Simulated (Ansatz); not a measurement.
Input of an Ansatz 0.2.0 run:

File input.yaml:

```yaml
crystal:
  lattice:
    - [1.95495, -14.82973, 0.0]
    - [1.95495, 14.82973, 0.0]
    - [0.0, 0.0, 3.8859]
  atoms:
    - { symbol: Ta, position: [0.20437, 0.79563, 0.0] }
    - { symbol: Ta, position: [0.92451, 0.07549, 0.0] }
    - { symbol: Ta, position: [0.07549, 0.92451, 0.0] }
    - { symbol: Ta, position: [0.79563, 0.20437, 0.0] }
    - { symbol: Ni, position: [0.5, 0.5, 0.0], spin: 1.0 }
    - { symbol: O, position: [0.13987, 0.86013, 0.0] }
    - { symbol: O, position: [0.72107, 0.27893, 0.0] }
    - { symbol: O, position: [0.43645, 0.56355, 0.0] }
    - { symbol: O, position: [0.56355, 0.43645, 0.0] }
    - { symbol: O, position: [0.0, 0.0, 0.0] }
    - { symbol: O, position: [0.86013, 0.13987, 0.0] }
    - { symbol: O, position: [0.27893, 0.72107, 0.0] }
    - { symbol: O, position: [0.9279, 0.0721, 0.5] }
    - { symbol: O, position: [0.0721, 0.9279, 0.5] }
    - { symbol: O, position: [0.79436, 0.20564, 0.5] }
    - { symbol: O, position: [0.20564, 0.79436, 0.5] }
hamiltonian:
  xc: hse06
  pseudopotentials: { kind: paw }
magnetization:
  spin_polarized: true
kpoints:
  mp_grid: { grid: [3, 3, 3] }
scf:
  occupations: { method: fermi_dirac, width: 0.05 }
output:
  forces: true
  stress: true
  eigenvalues: true
```

Potentials or basis: Ansatz PAW.

Command:

```sh
$ ansatz run input.yaml --threads 8 --pin off --max-ram 20480MiB --backend cpu --events-out ev --progress --plain --runs-dir out
```

Task: Predict the largest force.

Result: 0.487 eV/Å.

Task: Estimate the net moment.

Result: 0.67 μB per cell.

Forces on the atoms (eV/Å):
```
Ta   0.000  0.174  0.000
Ta   0.000  0.487  0.000
Ta   0.000 -0.487  0.000
Ta   0.000 -0.174  0.000
Ni   0.000  0.000  0.000
O    0.000 -0.014  0.000
O    0.000 -0.038  0.000
O    0.000 -0.071  0.000
O    0.000  0.071  0.000
O    0.000  0.000  0.000
O    0.000  0.014  0.000
O    0.000  0.038  0.000
O    0.000 -0.228  0.000
O    0.000  0.228  0.000
O    0.000  0.099  0.000
O    0.000 -0.099  0.000
```

Caveat: the k mesh is coarse (spacing up to 0.54 Å⁻¹), so the values aren't converged, least of all with exact exchange; the magnetic or orbital state may not be the lowest; a cell with one magnetic atom can't hold antiferromagnetic order, which such compounds often take; the PAW data sets come from PBE, with cores solved anew for the run's functional, which leaves a small shift of forces and pressure. The run has no spin-orbit coupling, so splittings on Ta are missing.
